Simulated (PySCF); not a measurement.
# How the numerical set-up moves the result for ZnC (triplet)

Which parts of the numerical set-up matter for ZnC (triplet)? Each run edits the base script.

Computed with PySCF 2.14.0. Level: each script names its method and basis.

2 further runs of the same task are left out: 2 that didn't finish.

## (1) Where the work starts

ZnC (triplet): 2 atoms, charge 0, spin multiplicity 3.

Bond lengths: Zn1–C2 1.900 Å.

## (2) The base run

input.py reads:

```python
from pyscf import gto, scf, mp

mol = gto.M(
    atom='Zn 0 0 0; C 0 0 1.9',
    basis='def2-svp',
    charge=0,
    spin=2,
    symmetry=True,
    verbose=3,
)
mf = scf.UHF(mol)
mf = mf.density_fit(auxbasis='def2-universal-jkfit')
mf.kernel()
mp.MP2(mf, frozen=6).kernel()
mf.dip_moment()
print('orbital energies (hartree):', [e[max(0, n-3):n+3].round(4) for e, n in zip(mf.mo_energy, mol.nelec)])
```

The run is started by

```bash
$ OMP_NUM_THREADS=1 python input.py
```

The log of this run is left out.

It gives: E(SCF) = -1815.185992 Eh, E(MP2) − E(SCF) = -0.44267 Eh, ⟨S²⟩ = 2.042, μ = 3.52 D (of the SCF density).

The bond length is a typed value, not an optimised one. The triplet is typed in the script; nothing here shows that it is the ground state.

## (3) Jorge-dzp

Edit 1 changes basis set: def2-svp → jorge-dzp.

input.py reads:

```python
from pyscf import gto, scf, mp

mol = gto.M(
    atom='Zn 0 0 0; C 0 0 1.9',
    basis='jorge-dzp',
    charge=0,
    spin=2,
    symmetry=True,
    verbose=3,
)
mf = scf.UHF(mol)
mf = mf.density_fit(auxbasis='def2-universal-jkfit')
mf.kernel()
mp.MP2(mf, frozen=6).kernel()
mf.dip_moment()
print('orbital energies (hartree):', [e[max(0, n-3):n+3].round(4) for e, n in zip(mf.mo_energy, mol.nelec)])
```

The run is started by

```bash
$ OMP_NUM_THREADS=1 python input.py
```

## (4) Jorge-dzp-dkh (X2C on)

Edit 2 changes basis set: def2-svp → jorge-dzp-dkh; spin-free X2C: off → on.

Changes to input.py since step 2:

```diff
@@ -4,3 +4,3 @@
     atom='Zn 0 0 0; C 0 0 1.9',
-    basis='def2-svp',
+    basis='jorge-dzp-dkh',
     charge=0,
@@ -11,2 +11,3 @@
 mf = scf.UHF(mol)
+mf = mf.sfx2c1e()
 mf = mf.density_fit(auxbasis='def2-universal-jkfit')
```

## (5) Density fitting none

Edit 3 changes density fitting: def2-universal-jkfit → none.

Changes to input.py since step 2:

```diff
@@ -11,3 +11,2 @@
 mf = scf.UHF(mol)
-mf = mf.density_fit(auxbasis='def2-universal-jkfit')
 mf.kernel()
```

## (6) Cc-pvdz

Edit 4 changes basis set: def2-svp → cc-pvdz.

Changes to input.py since step 2:

```diff
@@ -4,3 +4,3 @@
     atom='Zn 0 0 0; C 0 0 1.9',
-    basis='def2-svp',
+    basis='cc-pvdz',
     charge=0,
```

## (7) Spin-free X2C on

Edit 5 changes spin-free X2C: off → on.

Changes to input.py since step 2:

```diff
@@ -11,2 +11,3 @@
 mf = scf.UHF(mol)
+mf = mf.sfx2c1e()
 mf = mf.density_fit(auxbasis='def2-universal-jkfit')
```

What does the calculation give? Wanted: for each run, E(SCF); from base; gap, α spin; SCF dipole; after the SCF.

As calculated:

```tsv
run	E(SCF) (hartree)	from base (eV)	gap, α spin (eV)	SCF dipole (D)	functions	after the SCF
base	-1815.185992	0	8.68	3.52	45	MP2 correlation -12.046 eV, core frozen
jorge-dzp	-1815.347892	-4.4055	8.59	3.10	58	MP2 correlation -14.993 eV, core frozen
jorge-dzp-dkh (X2C on)	-1831.771155	not comparable	8.81	3.06	58	MP2 correlation -15.132 eV, core frozen
density fitting none	-1815.186107	-0.0031	8.68	3.52	45	MP2 correlation -12.039 eV, core frozen
cc-pvdz	-1815.513234	-8.9047	8.53	2.94	57	MP2 correlation -19.651 eV, core frozen
spin-free X2C on	-1828.368044	-358.7019	8.87	3.44	45	MP2 correlation -11.967 eV, core frozen
```

Of the runs whose energies can be compared, “spin-free X2C on” moves the SCF energy most (-358.702 eV). jorge-dzp (58 functions) gives an energy 4.41 eV lower than def2-svp (45). cc-pvdz (57 functions) gives an energy 8.90 eV lower than def2-svp (45). Scalar relativity lowers the total energy by 358.70 eV, nearly all of it in the inner shells; a basis contracted without relativity catches only part of it.
